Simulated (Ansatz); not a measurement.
# CsPb2Br5: the cost of one run

Program: Ansatz 0.2.0. Level of theory: DFT PBE, scalar-relativistic, plane waves, PAW. These are calculated values, not measurements.

2 further runs of the same task are left out: 2 set aside as unsound or not needed.

## Step 1: Starting point

Symmetry: I4/mcm, No. 140, tetragonal system. The conventional cell has a = 8.606 Å, b = 8.606 Å, c = 16.068 Å, α = 90.00°, β = 90.00°, γ = 90.00°. Cs (site symmetry 422) has 10 Br at 3.84 to 4.02 Å in its first shell of neighbours. Pb (site symmetry m2m) has 4 Br at 2.93 to 3.20 Å in its first shell of neighbours. Br (site symmetry 4/m) has 4 Pb at 3.20 Å and 2 Cs at 4.02 Å in its first shell of neighbours. Br (site symmetry m) is surrounded by 3 Pb at 2.93 to 3.42 Å and 2 Cs at 3.84 Å.

As a file:

```
CELL_PARAMETERS angstrom
-4.30307 4.30307 8.03387
4.30307 -4.30307 8.03387
4.30307 4.30307 -8.03387
ATOMIC_POSITIONS crystal
Cs 0.75000 0.75000 0.00000
Cs 0.25000 0.25000 0.00000
Pb 0.66932 0.83068 0.50000
Pb 0.33068 0.16932 0.50000
Pb 0.83068 0.33068 0.16137
Pb 0.16932 0.66932 0.83863
Br 0.50000 0.50000 0.00000
Br 0.00000 0.00000 0.00000
Br 0.72294 0.52999 0.50000
Br 0.27706 0.47001 0.50000
Br 0.02999 0.22294 0.50000
Br 0.97001 0.77706 0.50000
Br 0.52999 0.02999 0.80705
Br 0.47001 0.97001 0.19295
Br 0.22294 0.72294 0.19295
Br 0.77706 0.27706 0.80705
```

It goes back to an entry of the Materials Project.

This cell was relaxed beforehand with the same method: volume 37.19 Å³/atom, gap on the mesh 3.08 eV.

## Step 2: Linear response at Γ

input.yaml

```yaml
crystal:
  lattice:
    - [-4.3030675646, 4.3030675646, 8.0338669996]
    - [4.3030675646, -4.3030675646, 8.0338669996]
    - [4.3030675646, 4.3030675646, -8.0338669996]
  atoms:
    - { symbol: Cs, position: [0.75, 0.75, 0.0] }
    - { symbol: Cs, position: [0.25, 0.25, 0.0] }
    - { symbol: Pb, position: [0.6693170428, 0.8306829572, 0.5] }
    - { symbol: Pb, position: [0.3306829572, 0.1693170428, 0.5] }
    - { symbol: Pb, position: [0.8306829572, 0.3306829572, 0.1613659143] }
    - { symbol: Pb, position: [0.1693170428, 0.6693170428, 0.8386340857] }
    - { symbol: Br, position: [0.5, 0.5, 0.0] }
    - { symbol: Br, position: [0.0, 0.0, 0.0] }
    - { symbol: Br, position: [0.722943991, 0.5299899939, 0.5] }
    - { symbol: Br, position: [0.277056009, 0.4700100061, 0.5] }
    - { symbol: Br, position: [0.0299899939, 0.222943991, 0.5] }
    - { symbol: Br, position: [0.9700100061, 0.777056009, 0.5] }
    - { symbol: Br, position: [0.5299899939, 0.0299899939, 0.807046003] }
    - { symbol: Br, position: [0.4700100061, 0.9700100061, 0.192953997] }
    - { symbol: Br, position: [0.222943991, 0.722943991, 0.192953997] }
    - { symbol: Br, position: [0.777056009, 0.277056009, 0.807046003] }
basis:
  ecutwfc: 420
kpoints:
  mp_grid: { grid: [4, 4, 4] }
hamiltonian:
  xc: pbe
scf:
  occupations: { method: fixed }
output:
  eigenvalues: true
phonons:
  method: dfpt
  dielectric: true
  rigid_motions: translations
  eigenvectors: true
```

Started as:

```bash
> ansatz run input.yaml --threads 8 --pin off --max-ram 22528MiB --backend cpu --events-out ev --progress --plain --runs-dir out
```

Q: Estimate wall time and peak memory on 8 threads of AMD EPYC 9R14 (Zen 4), shared host.

About 7.1 min, with a peak of 9.2 GiB.
